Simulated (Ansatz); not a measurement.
Geometry optimisation, DFT LDA, scalar-relativistic, plane waves, PAW (Ansatz 0.2.0).

Input:

```yaml
crystal:
  lattice:
    - [5.9, 0.0, 0.0]
    - [-4.425, 7.664325, 0.0]
    - [0.0, 0.0, 4.6846]
  atoms:
    - { symbol: Ti, position: [0.0, 0.0, 0.0] }
    - { symbol: Ti, position: [0.16666666, 0.22222222, 0.5] }
    - { symbol: Ti, position: [-1.0e-08, 0.33333333, 0.0] }
    - { symbol: Ti, position: [0.16666666, 0.55555554, 0.5] }
    - { symbol: Ti, position: [-1.0e-08, 0.66666665, 0.0] }
    - { symbol: Ti, position: [0.16666665, 0.88888887, 0.5] }
    - { symbol: Ti, position: [0.5, 0.0, 0.0] }
    - { symbol: Ti, position: [0.66666666, 0.22222222, 0.5] }
    - { symbol: Ti, position: [0.49999999, 0.33333333, 0.0] }
    - { symbol: Ti, position: [0.66666666, 0.55555554, 0.5] }
    - { symbol: Ti, position: [0.49999999, 0.66666665, 0.0] }
    - { symbol: Ti, position: [0.66666665, 0.88888887, 0.5] }
    - { symbol: Li, position: [0.16035361, 0.55641556, 1.11615452] }
basis:
  ecutwfc: 420.0
kpoints:
  mp_grid: { grid: [3, 2, 4] }
hamiltonian:
  xc: lda
scf:
  occupations: { method: fermi_dirac, width: 0.15 }
  lower_state_search: "off"
relax:
  f_tol: 0.03
  max_steps: 60
  adjacent_minimum: "off"
output:
  write_density: true
  write_potential: true
  elf: true
  volumetric_format: npy
```

Launched with:

```bash
$ ansatz run input.yaml --threads 4 --pin off --max-ram 10240MiB --backend cpu --events-out ev --progress --plain --runs-dir out
```

Question: Where does it end, and by what steps?

Answer: The forces met the threshold. Limits of this set-up: coarse k mesh, a small cell, in which the defect meets its images. After 10 steps the energy has fallen by 4.998 eV; Li13 moved furthest, 0.98 Å.

```json
{"step": "0", "energy less start (eV)": "0.0000", "largest force component (eV/Å)": "4.875", "accepted": "yes"}
{"step": "1", "energy less start (eV)": "-1.7482", "largest force component (eV/Å)": "3.407", "accepted": "yes"}
{"step": "2", "energy less start (eV)": "-3.5478", "largest force component (eV/Å)": "1.670", "accepted": "yes"}
{"step": "3", "energy less start (eV)": "-4.2795", "largest force component (eV/Å)": "0.534", "accepted": "yes"}
{"step": "4", "energy less start (eV)": "-4.4811", "largest force component (eV/Å)": "0.207", "accepted": "yes"}
{"step": "5", "energy less start (eV)": "-4.5886", "largest force component (eV/Å)": "0.354", "accepted": "yes"}
{"step": "6", "energy less start (eV)": "-4.7370", "largest force component (eV/Å)": "0.369", "accepted": "yes"}
{"step": "7", "energy less start (eV)": "-4.8894", "largest force component (eV/Å)": "0.354", "accepted": "yes"}
{"step": "8", "energy less start (eV)": "-4.9750", "largest force component (eV/Å)": "0.129", "accepted": "yes"}
{"step": "9", "energy less start (eV)": "-4.9941", "largest force component (eV/Å)": "0.067", "accepted": "yes"}
{"step": "10", "energy less start (eV)": "-4.9975", "largest force component (eV/Å)": "0.019", "accepted": "yes"}
```

```xyz
13
Lattice="5.9000 0.0000 0.0000 -4.4250 7.6643 0.0000 0.0000 0.0000 4.6846" Properties=species:S:1:pos:R:3
Ti 0.091 0.136 -0.092
Ti 0.156 1.714 2.079
Ti -1.556 2.128 -0.788
Ti -1.409 4.814 3.035
Ti -3.102 5.222 0.179
Ti -3.056 6.809 2.339
Ti 2.885 -0.141 -0.147
Ti 2.756 1.619 1.981
Ti 1.427 2.669 -0.209
Ti 1.516 4.278 2.451
Ti 0.193 5.333 0.255
Ti 0.047 7.089 2.391
Li -1.463 3.470 5.808
```

Whether the end is a true minimum wasn't checked by a vibrational analysis.

Time of the run: 43 s on 4 threads of Intel(R) Xeon(R) Platinum 8488C (Sapphire Rapids) (shared host), peak memory 0.93 GiB.
